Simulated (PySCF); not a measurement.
Runs of PySCF 2.14.0 on CSiBrH3. The cell holds a molecule in a box, 6 atoms: a = 13.000 Å, b = 12.000 Å, c = 12.000 Å, α = 90.00°, β = 90.00°, γ = 90.00°. 

| task | level | three-body dispersion term | conv_tol | grid for exchange and correlation | exxdiv | frozen core bands | gap on the mesh (eV) |
| --- | --- | --- | --- | --- | --- | --- | --- |
| atomic charges | revTPSS+D4 | yes | 1e-07 Ha | Becke, atom-centred | - | - | (a) |
| atomic charges | M06-2X+D3 | no | 1e-07 Ha | Becke, atom-centred | ewald | - | 5.88 |
| atomic charges | SCAN+D3 | no | 1e-07 Ha | Becke, atom-centred | - | - | 2.40 |
| atomic charges | r2SCANh+D4 | yes | 1e-07 Ha | Becke, atom-centred | ewald | - | (b) |
| excitation energies (Tamm-Dancoff) | PBE0 | - | 1e-08 Ha | Becke, atom-centred | ewald | 15 | 4.01 |
| CCSD(T) correlation energy | HF | - | 1e-08 Ha | - | ewald | 15 | 9.65 |

Alike in all rows: potentials or basis 6-31g* (all-electron); no spin polarisation; cell as given; k mesh 1 × 1 × 1; smearing fixed.

Q: Estimate the missing entries.

A: (a) 2.32; (b) 3.12.

Caveats: this is a molecule in a periodic box at the Γ point, so its band gap is the HOMO-LUMO gap; relativity is left out, which matters for the heavier elements; the basis of atomic orbitals isn't converged, which shifts pressures, moduli and gaps; the basis is small and the box finite, so much correlation energy is missing and levels can be off by tenths of an eV (some runs); the iterative solver can pass over a root and still report convergence (some runs).

A k mesh can miss the band edges, and the runs leave out spin-orbit coupling on Br.

Not every run made on this cell is shown here.
